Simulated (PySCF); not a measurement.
**One shape, several levels: CuOH (SMILES [Cu]O)**

We compute a comparison of 6 runs (B3LYP/cc-pVTZ, CAM-B3LYP/cc-pVTZ, M06-2X/cc-pVTZ, PBE/cc-pVTZ, revPBE/cc-pVTZ, CCSD(T)/cc-pVTZ) of CuOH. 

The calculation is run with PySCF 2.14.0.

1 further run of the same task is left out (set aside as unsound or not needed).

### 1 Starting point

CuOH: 3 atoms, total charge 0, spin state singlet. SMILES: `[Cu]O`. The coordinates come from a PBE0-D4/def2-TZVP relaxation.

Bond lengths: Cu1–O2 1.785 Å, O2–H3 0.962 Å. Angles: Cu1–O2–H3 109.0°.

### 2 The energy at B3LYP/cc-pVTZ (run 1)

The input, calc.py:

```python
from pyscf import gto, dft

system = gto.M(
    atom='Cu -1.152790 0.285260 -0.596950; O 0.412870 0.307820 0.260030; H 0.739920 -0.593080 0.336920',
    basis='cc-pvtz',
    verbose=3,
    max_memory=1860,
)

mf = dft.RKS(system)
mf.xc = 'b3lyp'
mf.grids.level = 5
mf.conv_tol = 1e-10
mf.kernel()
if not mf.converged:
    mf = mf.newton().run(mf.mo_coeff, mf.mo_occ)

energy = mf.e_tot
print('Final energy', energy)
```

Run with:

```
$ OMP_NUM_THREADS=1 python calc.py
```

The log of the run:

```text
converged SCF energy = -1716.45882048437
Final energy -1716.458820484371
```

Run time: 35 s. Hardware: 1 thread of Intel Xeon at 2.50GHz (Skylake/Cascade Lake), shared host; peak memory 0.58 GiB.

### 3 The energy at CAM-B3LYP/cc-pVTZ (run 2)

The input, job.py:

```python
from pyscf import gto, dft

mol = gto.Mole()
mol.atom = [
    ('Cu', (-1.152790, 0.285260, -0.596950)),
    ('O', (0.412870, 0.307820, 0.260030)),
    ('H', (0.739920, -0.593080, 0.336920)),
]
mol.max_memory = 1860
mol.verbose = 3
mol.spin = 0
mol.basis = 'cc-pvtz'
mol.build()

mf = dft.RKS(mol, xc='cam-b3lyp')
mf.conv_tol = 1e-10
mf.grids.level = 5
mf.kernel()
if not mf.converged:
    mf = mf.newton().run(mf.mo_coeff, mf.mo_occ)

energy = mf.e_tot
print(f'total energy: {energy:.8f} hartree')
```

Run with:

```
$ OMP_NUM_THREADS=1 python job.py
```

The log of the run:

```text
converged SCF energy = -1716.48651457665
total energy: -1716.48651458 hartree
```

Wall time 2 min (1 thread of Intel Xeon at 2.50GHz (Skylake/Cascade Lake), shared host); peak memory 0.59 GiB.

Runs 3 to 5 aren't shown in full; the table further down has their settings and results.

### 4 The energy at CCSD(T)/cc-pVTZ (run 6)

The input, job.py:

```python
from pyscf import gto, scf, cc

system = gto.Mole()
system.atom = '''
Cu  -1.152790   0.285260  -0.596950
O    0.412870   0.307820   0.260030
H    0.739920  -0.593080   0.336920
'''
system.charge = 0
system.basis = 'cc-pvtz'
system.max_memory = 1860
system.verbose = 3
system.build()

mf = scf.RHF(system)
mf.conv_tol = 1e-10
mf.kernel()
if not mf.converged:
    mf = mf.newton().run(mf.mo_coeff, mf.mo_occ)

mycc = cc.CCSD(mf, frozen=6)
mycc.kernel()
e_t = mycc.ccsd_t()
energy = mycc.e_tot + e_t
print('Final energy', energy)
```

Run with:

```
$ OMP_NUM_THREADS=1 python job.py
```

The log of the run:

```text
converged SCF energy = -1714.42466835632
E(CCSD) = -1715.475495822016  E_corr = -1.050827465692233
CCSD(T) correction = -0.0337765742276424
Final energy -1715.5092723962441
```

Wall time 4.5 min (1 thread of Intel Xeon at 2.50GHz (Skylake/Cascade Lake), shared host); peak memory 0.99 GiB.

### 5 The series

```csv
run,level,integration grid,frozen core orbitals,energy (Eh),dipole moment (D) of the reference,HOMO energy (eV),LUMO energy (eV),wall time
1,B3LYP/cc-pVTZ,5,–,-1716.458820,3.60,-6.50,-2.92,35 s
2,CAM-B3LYP/cc-pVTZ,5,–,-1716.486515,3.95,-8.16,-1.73,2 min
3,M06-2X/cc-pVTZ,5,–,-1716.322912,4.42,-8.30,-1.88,48 s
4,PBE/cc-pVTZ,5,–,-1716.089777,3.05,-5.13,-3.50,44 s
5,revPBE/cc-pVTZ,5,–,-1716.289284,3.07,-5.04,-3.38,44 s
6,CCSD(T)/cc-pVTZ,–,6,-1715.509272,5.36,-10.26,0.03,4.5 min
```

### 6 What came out

| quantity | value |
| --- | --- |
| run 6: total energy | -1715.50927 Eh |
| run 6: dipole moment (Hartree–Fock density) | 5.36 D |
| run 6: HOMO energy (Hartree–Fock orbitals) | -10.26 eV |
| run 6: LUMO energy (Hartree–Fock orbitals) | 0.03 eV |
| run 6: HOMO–LUMO gap (Hartree–Fock orbitals) | 10.29 eV |
| run 6: correlation energy (6 core orbitals frozen) | -1084.6 mEh |
| run 6: (T) correction | -33.78 mEh |
| run 6: T1 diagnostic | 0.038 |

What this shows: Over runs 1, 2, 3, 4, 5 the dipole moment (its size) runs from 3.05 D (PBE/cc-pVTZ) to 4.42 D (M06-2X/cc-pVTZ). Over runs 1, 2, 3, 4, 5 the HOMO–LUMO gap runs from 1.63 eV (PBE/cc-pVTZ) to 6.43 eV (CAM-B3LYP/cc-pVTZ). Totals of different functionals can't be ranked against each other. In run 6 the T1 diagnostic is large, so a single reference may not serve. All runs together took 9.4 min, the longest 4.5 min.
